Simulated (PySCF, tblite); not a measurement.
# CH₁₀FNSi₃: geometry, infrared bands and NMR shifts

What infrared bands and NMR shifts should CH₁₀FNSi₃ (`CN[SiH2][Si@H](F)[SiH3]`) show?

Programs: tblite 0.8.0 and PySCF 2.14.0, with density-fitted response routines of our own. Each step states its level of theory. These are calculated values for one molecule in the gas phase, unless marked as measured. Atoms are numbered from 0 throughout.

### 1 The molecule as given

16 atoms, charge 0, multiplicity 1; geometry from: force field or distance geometry start.

Bonds of the start (Å): C0–N1 1.44, N1–Si2 1.79, Si2–Si3 2.21, Si3–F4 1.70, Si3–Si5 2.24, C0–H6 1.10, C0–H7 1.12, C0–H8 1.10, N1–H9 1.05, Si2–H10 1.48, Si2–H11 1.46, Si3–H12 1.47, Si5–H13 1.47, Si5–H14 1.47, Si5–H15 1.46.

### 2 Relaxing the molecule with GFN2-xTB

What the job is given:

```
{"job": {"kind": "relax", "xc": "GFN2-xTB", "basis": "xTB"}, "charge": 0, "multiplicity": 1}
C     -2.677600     0.398500     0.641900
N     -1.722000    -0.668000     0.822000
Si    -0.439600    -0.397800    -0.397900
Si     1.577200    -0.992800     0.294800
F      1.495900    -1.672600     1.847800
Si     2.756200     0.903600     0.422900
H     -3.696600     0.135800     0.973800
H     -2.282800     1.281200     1.215300
H     -2.680700     0.658800    -0.428800
H     -2.155900    -1.619800     0.751600
H     -0.466300     1.059000    -0.675200
H     -0.742900    -1.055000    -1.670400
H      2.204500    -1.970300    -0.607200
H      4.191600     0.624300     0.544400
H      2.205200     1.653900     1.566800
H      2.426200     1.670400    -0.778100
```

Command:

```console
> OMP_NUM_THREADS=1 python probes_run.py task.json out
```

The driver reads the jobs from task.json and runs them one after another.

The program printed:

```text
step      E/eV     max force
  0    -547.19947    2.135
  1    -547.37730    0.829
  2    -547.44059    0.712
  3    -547.48113    0.655
  4    -547.61233    0.757
  5    -547.67893    0.782
  6    -547.74788    0.603
  7    -547.77942    0.417
  8    -547.80604    0.360
  9    -547.81951    0.321
 10    -547.82945    0.237
 11    -547.83766    0.200
 12    -547.84380    0.185
 13    -547.84877    0.196
 14    -547.85329    0.187
 15    -547.85788    0.149
 16    -547.86269    0.182
 17    -547.86745    0.173
 18    -547.87198    0.222
 19    -547.87685    0.169
 20    -547.88240    0.193
 21    -547.88897    0.260
 22    -547.89563    0.261
 23    -547.90091    0.185
 24    -547.90417    0.139
 25    -547.90823    0.172
 26    -547.91261    0.180
 27    -547.91746    0.149
 28    -547.92202    0.211
 29    -547.92727    0.233
 30    -547.93248    0.217
 31    -547.93847    0.216
 32    -547.94394    0.222
 33    -547.94917    0.578
 34    -547.95537    0.194
 35    -547.96294    0.174
 36    -547.97221    0.333
 37    -547.97859    0.301
 38    -547.98471    0.401
 39    -547.99013    0.240
 40    -547.99615    0.186
 41    -548.00260    0.141
 42    -548.00698    0.118
 43    -548.00907    0.094
 44    -548.01164    0.131
 45    -548.01375    0.130
 46    -548.01600    0.112
 47    -548.01784    0.134
 48    -548.01977    0.116
 49    -548.02195    0.160
 50    -548.02424    0.146
 51    -548.02575    0.086
 52    -548.02650    0.067
 53    -548.02697    0.061
 54    -548.02768    0.072
 55    -548.02869    0.091
 56    -548.02983    0.092
 57    -548.03096    0.076
 58    -548.03196    0.083
 59    -548.03293    0.093
 60    -548.03416    0.094
 61    -548.03599    0.117
 62    -548.03869    0.172
 63    -548.04203    0.192
 64    -548.04508    0.129
 65    -548.04714    0.142
 66    -548.04887    0.154
 67    -548.05087    0.183
 68    -548.05302    0.271
 69    -548.05567    0.200
 70    -548.05939    0.153
 71    -548.06084    0.123
 72    -548.06304    0.124
 73    -548.06559    0.110
 74    -548.06832    0.154
 75    -548.07136    0.142
 76    -548.07393    0.105
 77    -548.07506    0.115
 78    -548.07603    0.089
 79    -548.07683    0.089
 80    -548.07953    0.122
 81    -548.08120    0.118
 82    -548.08271    0.090
 83    -548.08367    0.078
 84    -548.08478    0.065
 85    -548.08571    0.086
 86    -548.08633    0.061
 87    -548.08667    0.050
 88    -548.08704    0.054
 89    -548.08769    0.067
 90    -548.08896    0.106
 91    -548.08985    0.090
 92    -548.09037    0.040
 93    -548.09056    0.034
 94    -548.09076    0.050
 95    -548.09116    0.070
 96    -548.09182    0.077
 97    -548.09253    0.064
 98    -548.09297    0.041
 99    -548.09318    0.042
100    -548.09334    0.048
101    -548.09361    0.062
102    -548.09437    0.088
103    -548.09547    0.103
104    -548.09667    0.084
105    -548.09753    0.053
106    -548.09803    0.053
107    -548.09844    0.051
108    -548.09909    0.070
109    -548.09996    0.072
110    -548.10058    0.043
111    -548.10093    0.052
112    -548.10112    0.040
113    -548.10147    0.050
114    -548.10188    0.051
115    -548.10271    0.055
116    -548.10371    0.073
117    -548.10473    0.080
118    -548.10537    0.052
119    -548.10572    0.050
120    -548.10598    0.041
121    -548.10616    0.037
122    -548.10632    0.035
123    -548.10646    0.037
124    -548.10666    0.037
125    -548.10680    0.027
126    -548.10689    0.017
127    -548.10694    0.019
128    -548.10698    0.019
129    -548.10704    0.024
130    -548.10713    0.025
131    -548.10723    0.025
132    -548.10734    0.034
133    -548.10745    0.035
134    -548.10753    0.028
135    -548.10761    0.018
136    -548.10768    0.020
137    -548.10775    0.018
138    -548.10781    0.022
139    -548.10787    0.019
140    -548.10793    0.020
141    -548.10798    0.017
142    -548.10804    0.023
143    -548.10811    0.024
144    -548.10822    0.034
145    -548.10837    0.038
146    -548.10857    0.039
147    -548.10878    0.032
148    -548.10895    0.027
149    -548.10908    0.025
150    -548.10922    0.036
151    -548.10941    0.039
152    -548.10964    0.041
153    -548.10989    0.041
154    -548.11013    0.032
155    -548.11037    0.048
156    -548.11056    0.035
157    -548.11068    0.021
158    -548.11074    0.018
159    -548.11079    0.017
160    -548.11087    0.028
161    -548.11099    0.024
162    -548.11111    0.024
163    -548.11120    0.021
164    -548.11127    0.020
165    -548.11133    0.025
166    -548.11140    0.015
167    -548.11146    0.016
168    -548.11152    0.021
169    -548.11160    0.031
170    -548.11174    0.039
171    -548.11195    0.041
172    -548.11224    0.049
173    -548.11253    0.047
174    -548.11278    0.041
175    -548.11299    0.045
176    -548.11320    0.044
177    -548.11340    0.040
178    -548.11365    0.046
179    -548.11401    0.049
180    -548.11455    0.059
181    -548.11518    0.084
182    -548.11569    0.136
183    -548.11689    0.173
184    -548.11841    0.140
185    -548.11948    0.198
186    -548.12103    0.113
187    -548.12179    0.093
188    -548.12188    0.168
189    -548.12268    0.146
190    -548.12328    0.079
191    -548.12373    0.053
192    -548.12425    0.072
193    -548.12491    0.062
194    -548.12572    0.079
195    -548.12640    0.101
196    -548.12696    0.095
197    -548.12760    0.064
198    -548.12814    0.096
199    -548.12856    0.087
200    -548.12870    0.097
201    -548.12934    0.085
202    -548.12983    0.034
203    -548.13033    0.058
204    -548.13083    0.079
205    -548.13181    0.093
206    -548.13267    0.131
207    -548.13154    0.166
208    -548.13291    0.108
209    -548.13343    0.187
210    -548.13422    0.048
211    -548.13480    0.071
212    -548.13532    0.053
213    -548.13680    0.127
214    -548.13757    0.081
215    -548.13817    0.089
216    -548.12920    0.296
217    -548.13892    0.052
218    -548.13930    0.038
219    -548.13992    0.073
220    -548.14040    0.065
221    -548.14077    0.044
222    -548.14127    0.087
223    -548.14168    0.053
224    -548.14204    0.056
225    -548.14228    0.036
226    -548.14247    0.054
227    -548.14273    0.043
228    -548.14249    0.089
229    -548.14315    0.060
230    -548.14329    0.051
231    -548.14357    0.026
232    -548.14382    0.043
233    -548.14410    0.043
234    -548.14446    0.056
235    -548.14488    0.058
236    -548.14543    0.054
237    -548.14583    0.041
238    -548.14568    0.078
239    -548.14617    0.058
240    -548.14639    0.035
241    -548.14665    0.032
242    -548.14713    0.088
243    -548.14763    0.054
244    -548.14788    0.049
245    -548.14841    0.067
246    -548.14865    0.044
247    -548.14900    0.049
248    -548.14933    0.051
249    -548.14958    0.052
250    -548.14992    0.047
251    -548.15033    0.052
252    -548.15065    0.048
253    -548.15076    0.027
254    -548.15091    0.026
255    -548.15105    0.035
256    -548.15109    0.036
257    -548.15120    0.016
258    -548.15125    0.015
259    -548.15130    0.012
260    -548.15132    0.010
261    -548.15133    0.010
```

Run time: 3.3 s. Hardware: 1 thread of Arm Neoverse N1, shared host; peak memory 0.18 GiB.

The steps of the relaxation: (not every step is listed)

| step | energy from step 0 (eV) | largest force (eV/Å) |
| --- | --- | --- |
| 0 | 0.0000 | 2.1353 |
| 1 | -0.1778 | 0.8292 |
| 2 | -0.2411 | 0.7116 |
| 3 | -0.2817 | 0.6546 |
| 4 | -0.4129 | 0.7570 |
| 5 | -0.4795 | 0.7823 |
| 6 | -0.5484 | 0.6031 |
| 7 | -0.5799 | 0.4172 |
| 8 | -0.6066 | 0.3604 |
| 32 | -0.7445 | 0.2221 |
| 56 | -0.8304 | 0.0925 |
| 80 | -0.8801 | 0.1225 |
| 104 | -0.8972 | 0.0845 |
| 128 | -0.9075 | 0.0190 |
| 152 | -0.9102 | 0.0409 |
| 176 | -0.9137 | 0.0438 |
| 200 | -0.9292 | 0.0973 |
| 224 | -0.9426 | 0.0562 |
| 248 | -0.9499 | 0.0506 |
| 256 | -0.9516 | 0.0357 |
| 257 | -0.9517 | 0.0163 |
| 258 | -0.9518 | 0.0151 |
| 259 | -0.9518 | 0.0118 |
| 260 | -0.9519 | 0.0102 |
| 261 | -0.9519 | 0.0097 |

Distances of close pairs at the start and the end, largest changes first:

| bond | before (Å) | after (Å) | change (Å) |
| --- | --- | --- | --- |
| Si2–Si3 | 2.214 | 2.303 | +0.089 |
| Si3–Si5 | 2.237 | 2.318 | +0.082 |
| N1–Si2 | 1.790 | 1.721 | -0.069 |
| Si3–F4 | 1.697 | 1.632 | -0.065 |
| N1–H9 | 1.048 | 1.009 | -0.039 |
| C0–H7 | 1.124 | 1.092 | -0.033 |
| Si2–H11 | 1.464 | 1.481 | +0.017 |
| C0–H8 | 1.102 | 1.088 | -0.014 |

The final coordinates are the input of the step that follows.

### 3 Harmonic vibrations with GFN2-xTB

What the job is given:

```
{"job": {"kind": "ir", "xc": "GFN2-xTB", "basis": "xTB"}, "charge": 0, "multiplicity": 1}
C     -2.750678     0.624645     0.514028
N     -1.334194     0.423051     0.340707
Si    -0.693642    -1.022791    -0.338521
Si     1.554809    -0.573481    -0.553517
F      2.242985    -2.048565    -0.668767
Si     2.729299     0.571412     1.085114
H     -3.143546     0.122238     1.405537
H     -2.975767     1.689960     0.590638
H     -3.265166     0.220740    -0.354803
H     -0.809613     0.895820     1.061774
H     -1.438537    -1.185812    -1.596773
H     -0.998831    -2.247535     0.435935
H      1.904739    -0.059077    -1.886083
H      3.829658    -0.178856     1.695037
H      1.835406     0.947283     2.192516
H      3.305478     1.829911     0.600735
```

The program printed:

```text
mode    cm-1     km/mol
  1     -41.3      0.00
  2      29.2      0.32
  3      64.5      0.45
  4      82.2      2.34
  5     140.6      4.81
  6     160.2      9.85
  7     168.5      7.32
  8     173.1      2.33
  9     277.5     11.03
 10     394.9      4.66
 11     409.9     16.28
 12     430.6     40.82
 13     458.6     25.75
 14     500.1     72.55
 15     524.1     20.91
 16     578.3     30.91
 17     607.7    535.09
 18     679.9    211.80
 19     722.9    263.24
 20     753.5    132.01
 21     792.2    425.97
 22     807.9     21.00
 23     815.4    163.94
 24     822.7    211.98
 25     843.7    237.30
 26    1067.5     41.25
 27    1111.2      3.23
 28    1159.6     79.51
 29    1367.6     68.48
 30    1425.5      4.19
 31    1494.1      3.85
 32    1506.0      2.49
 33    2088.6    293.26
 34    2165.3    137.21
 35    2178.7    196.79
 36    2184.9    562.42
 37    2229.4    361.87
 38    2246.2    277.38
 39    2903.5     72.98
 40    2976.3     53.98
 41    3031.1     27.37
 42    3437.4      9.86
```

Wall time 1 s (1 thread of Arm Neoverse N1, shared host); peak memory 0.18 GiB.

Which atoms move in the most intense modes:

| cm⁻¹ | km/mol | atoms |
| --- | --- | --- |
| 608 | 535.1 | H12 68 %, Si3 16 % |
| 723 | 263.2 | H10 35 %, H11 28 %, H12 14 %, Si2 10 % |
| 792 | 426.0 | H13 31 %, H15 27 %, H14 19 % |
| 844 | 237.3 | H10 44 %, H11 44 % |
| 2089 | 293.3 | H11 92 % |
| 2185 | 562.4 | H14 49 %, H10 35 %, H12 12 % |
| 2229 | 361.9 | H15 95 % |
| 2246 | 277.4 | H13 96 % |

### 4 Nuclear shieldings: PBE0/pcSseg-1

Same as in step 3 but for these lines:

```diff
@@ -1,2 +1,2 @@
-{"job": {"kind": "ir", "xc": "GFN2-xTB", "basis": "xTB"}, "charge": 0, "multiplicity": 1}
+{"job": {"kind": "nmr", "xc": "PBE0", "basis": "pcSseg-1"}, "charge": 0, "multiplicity": 1}
 C     -2.750678     0.624645     0.514028
```

Method: GIAO PBE0/pcSseg-1 NMR shielding, non-relativistic, gas phase.

The program printed:

```text
coarse grid: 14312 points
cycle   1  E = -1066.5002889828  dE =  2.329e-01  |g| = 6.462e-01  |ddm| = 3.471e+00
cycle   2  E = -1066.4005180248  dE =  9.977e-02  |g| = 1.020e+00  |ddm| = 1.473e+00
cycle   3  E = -1066.5773413006  dE = -1.768e-01  |g| = 4.675e-02  |ddm| = 9.550e-01
cycle   4  E = -1066.5776197114  dE = -2.784e-04  |g| = 2.557e-02  |ddm| = 6.054e-02
cycle   5  E = -1066.5777499161  dE = -1.302e-04  |g| = 7.756e-03  |ddm| = 3.113e-02
cycle   6  E = -1066.5777617917  dE = -1.188e-05  |g| = 2.323e-03  |ddm| = 9.123e-03
cycle   7  E = -1066.5777629601  dE = -1.168e-06  |g| = 2.987e-04  |ddm| = 2.145e-03
final grid: 123304 points
cycle   8  E = -1066.6130336313  dE = -2.121e-05  |g| = 6.133e-03  |ddm| = 1.668e-02
cycle   9  E = -1066.6130276198  dE =  6.012e-06  |g| = 7.957e-03  |ddm| = 1.302e-02
cycle  10  E = -1066.6130421663  dE = -1.455e-05  |g| = 8.351e-04  |ddm| = 7.802e-03
cycle  11  E = -1066.6130422990  dE = -1.326e-07  |g| = 1.981e-04  |ddm| = 7.892e-04
cycle  12  E = -1066.6130423068  dE = -7.798e-09  |g| = 3.461e-05  |ddm| = 1.341e-04
cycle  13  E = -1066.6130423070  dE = -2.065e-10  |g| = 1.672e-05  |ddm| = 5.198e-05
converged SCF energy = -1066.6130423070

GIAO shielding tensors (ppm)
atom      isotropic    diamagn.    paramagn.     s11        s22        s33       span
  0 C      151.267     240.376     -89.109    128.279    138.014    187.508     59.229
  1 N      260.453     326.340     -65.886    223.884    249.193    308.283     84.400
  2 Si     397.800     881.819    -484.019    341.422    375.640    476.336    134.914
  3 Si     327.373     877.989    -550.616    230.944    294.971    456.206    225.262
  4 F      442.126     466.366     -24.239    359.795    471.926    494.658    134.863
  5 Si     468.840     880.889    -412.050    446.275    475.323    484.921     38.645
  6 H       28.811      26.989       1.822     23.599     26.845     35.989     12.390
  7 H       28.782      27.399       1.382     23.714     26.555     36.077     12.363
  8 H       29.261      28.035       1.225     25.155     27.385     35.242     10.088
  9 H       32.522      36.763      -4.241     21.678     32.663     43.223     21.545
 10 H       26.774      30.582      -3.808     23.888     25.181     31.254      7.366
 11 H       26.591      30.175      -3.584     23.565     24.414     31.794      8.229
 12 H       25.511      29.403      -3.891     23.052     24.485     28.997      5.945
 13 H       27.932      28.855      -0.923     24.831     25.499     33.465      8.633
 14 H       28.413      30.689      -2.276     24.668     27.610     32.961      8.293
 15 H       28.230      29.319      -1.089     25.135     25.684     33.871      8.735
```

Run time: 43 s. Hardware: 1 thread of Arm Neoverse N1, shared host; peak memory 0.79 GiB.

The references, computed at this level on geometries of the same kind, shield at (ppm): 1H TMS 31.72, 13C TMS 186.9, 29Si TMS 349.2, 19F CFCl3 170.9, 15N NH3 267.7. Their shielding less the atom's gives the shift. The references are single molecules in the gas phase, so shifts against H2O, NH3, PH3, H3PO4 or CFCl3 are not on the usual liquid scales and can be off by tens of ppm. Atoms listed in one row are averaged.

| atoms | environment | σ (ppm) | δ (ppm) | δ scaled to CDCl3 |
| --- | --- | --- | --- | --- |
| C0 | methyl carbon bonded to N | 151.3 | 35.7 | 32.9 |
| H12 | hydrogen on a silicon bonded to F, 2 Si | 25.51 | 6.21 | – |
| H11 | hydrogen on a silicon bonded to N, Si | 26.59 | 5.13 | – |
| H10 | hydrogen on a silicon bonded to N, Si | 26.77 | 4.94 | – |
| H13, H14, H15 | hydrogen on a silicon bonded to Si | 28.19 | 3.53 | – |
| H6, H7, H8 | hydrogen on a methyl carbon bonded to N | 28.95 | 2.77 | 2.71 |
| H9 | hydrogen on a nitrogen bonded to C, Si | 32.52 | -0.80 | – |
| N1 | nitrogen bonded to C, Si, H | 260.5 | 7.3 | – |
| Si3 | silicon bonded to F, 2 Si, H | 327.4 | 21.8 | – |
| Si2 | silicon bonded to N, Si, 2 H | 397.8 | -48.6 | – |
| Si5 | silicon bonded to Si, 3 H | 468.8 | -119.7 | – |
| F4 | fluorine bonded to Si | 442.1 | -271.2 | – |

The scaled column applies a straight-line fit of computed shieldings to shifts measured in CDCl3, and one for carbons that bear F (root-mean-square error 0.16 ppm for H, 1.9 ppm for C).

Charges from the same density, by scheme (e):

| atoms | Mulliken | IAO | Hirshfeld | ESP fit |
| --- | --- | --- | --- | --- |
| C0 | -0.09 | -0.30 | -0.07 | -0.19 |
| N1 | -0.70 | -0.67 | -0.25 | -0.65 |
| Si2 | 0.47 | 0.60 | 0.28 | 0.42 |
| Si3 | 0.50 | 0.65 | 0.27 | 0.21 |
| F4 | -0.44 | -0.55 | -0.22 | -0.27 |
| Si5 | 0.13 | 0.26 | 0.22 | 0.29 |

Mayer bond orders: C0–N1 0.97, N1–Si2 0.99, Si2–Si3 0.90, Si3–F4 0.86, Si3–Si5 0.87.

### 5 Outcome

| quantity | value |
| --- | --- |
| strongest single infrared mode (GFN2-xTB) | 2185 cm⁻¹, 562 km/mol |
| zero-point energy (GFN2-xTB) | 65.5 kcal/mol |
| 13C shifts against TMS (PBE0/pcSseg-1) | 35.7 ppm |
| 1H shifts against TMS (PBE0/pcSseg-1, means over atoms taken as alike) | 6.21, 5.13, 4.94, 3.53, 2.77, -0.80 ppm |
| 15N shifts against NH3 (PBE0/pcSseg-1) | 7.3 ppm |
| 29Si shifts against TMS (PBE0/pcSseg-1) | 21.8, -48.6, -119.7 ppm |
| 19F shifts against CFCl3 (PBE0/pcSseg-1) | -271.2 ppm |

**Reading.** The optimisation took 261 steps and gained 0.952 eV; among the close pairs (by a distance rule), Si2–Si3 changed most, from 2.214 to 2.303 Å. The lowest mode is imaginary (41i cm⁻¹), so the xTB geometry is not a minimum. The strongest single mode, at 2185 cm⁻¹, moves mainly H14 and H10. Unscaled tight-binding wavenumbers are off by several per cent, some by more. Its intensities can rank the bands wrongly. At PBE0/pcSseg-1: The widest tensor belongs to Si3: span 225 ppm, with a paramagnetic part of -551 ppm.
